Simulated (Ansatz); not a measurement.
## SrTl3 and its elements: a formation energy from the elements, step by step

Program: Ansatz 0.2.0, Python API.

Notebook, run cell by cell (the value of a cell's last expression is shown):

In [1]:
```python
from collections import Counter
import warnings

import ansatz as az
import numpy as np
```

In [2]:
```python
PHASES = {
    "SrTl3": (
        [(4.94419, 0.0, 0.0), (0.0, 4.94419, 0.0), (0.0, 0.0, 4.94419)],
        [
            ("Sr", (0.0, 0.0, 0.0)),
            ("Tl", (0.0, 0.5, 0.5)),
            ("Tl", (0.5, 0.0, 0.5)),
            ("Tl", (0.5, 0.5, 0.0)),
        ],
    ),
    "Sr": (
        [(0.0, 3.04235, 3.04235), (3.04235, 0.0, 3.04235), (3.04235, 3.04235, 0.0)],
        [
            ("Sr", (0.0, 0.0, 0.0)),
        ],
    ),
    "Tl": (
        [(3.456, 0.0, 0.0), (-1.728, 2.99298, 0.0), (0.0, 0.0, 5.525)],
        [
            ("Tl", (1 / 3, 2 / 3, 0.25)),
            ("Tl", (2 / 3, 1 / 3, 0.75)),
        ],
    ),
}
```

In [3]:
```python
def build(vectors, sites):
    crystal = az.Crystal(lattice=az.Lattice.of(vectors))
    for symbol, position in sites:
        crystal = crystal.atom(symbol, position)
    return crystal
```

In [4]:
```python
def solve(name, crystal):
    calc = (
        crystal.calculation()
        .functional("PBEsol")
        .basis(17 * az.Ha)
        .kpoints(spacing=0.3)
        .occupations("fermi_dirac", width=0.05)
        .stress()
    )
    calc = calc.relax(force_tolerance=0.01, fix_cell=["shape"])
    return calc.run(threads=1, pin="off")
```

In [5]:
```python
def counts(outcome):
    return Counter(site.symbol for site in outcome.lattice.sites)
```

In [6]:
```python
def formation_energy(outcome, mu):
    n = counts(outcome)
    return (outcome.report["energy_sigma0_ev"] - sum(k * mu[element] for element, k in n.items())) / sum(n.values())
```

In [7]:
```python
def volume_per_atom(outcome):
    return abs(np.linalg.det(outcome.lattice.cell_ang)) / len(outcome.lattice.sites)
```

In [8]:
```python
warnings.simplefilter("ignore")
```

In [9]:
```python
phases = {name: build(*cell) for name, cell in PHASES.items()}
```

In [10]:
```python
done = {}
for name, crystal in phases.items():
    done[name] = solve(name, crystal)
    print(f"{name}: {done[name].report['energy_sigma0_ev']:.4f} eV, {len(done[name].lattice.sites)} atoms")
```
```text
SrTl3: -37380.4484 eV, 4 atoms
Sr: -3492.1887 eV, 1 atoms
Tl: -22591.2830 eV, 2 atoms
```

In [11]:
```python
references = {"Sr": "Sr", "Tl": "Tl"}
mu = {element: done[name].report["energy_sigma0_ev"] / len(done[name].lattice.sites) for element, name in references.items()}
```

In [12]:
```python
target = done["SrTl3"]
heat = formation_energy(target, mu)
n = counts(target)
print("cell content:", dict(n), " volume", round(volume_per_atom(target), 3), "A^3/atom")
print("formation energy", round(heat, 4), "eV/atom,", round(heat * sum(n.values()), 4), "eV per cell")
print("bound against the elements" if heat < 0 else "unbound against the elements")
```
```text
cell content: {<Element.SR: 'Sr'>: 1, <Element.TL: 'Tl'>: 3}  volume 29.091 A^3/atom
formation energy -0.3338 eV/atom, -1.3352 eV per cell
bound against the elements
```

Absolute energies stand on the zero of these potentials, so only differences at equal settings mean something. For the metals among these phases the mesh is modest: differences between phases can be off by up to 40 meV an atom. Atoms and volume are relaxed with the cell's shape held, which in cells of lower than cubic symmetry can hide stresses and shift volumes. Spin-orbit coupling, which matters for elements this heavy, is left out. The cells come from databases of deposited and of computed structures, and not all need be stable phases. The compound is the structure given, not necessarily its lowest; energies are at zero temperature, with no correction for gases. A semilocal functional's error on such energies is often 0.05 to 0.1 eV an atom, and 0.1 to 0.3 eV against gases such as O2 or F2. Timing: 16 s on 1 thread of Arm Neoverse V1 (shared host), peak memory 0.44 GiB.
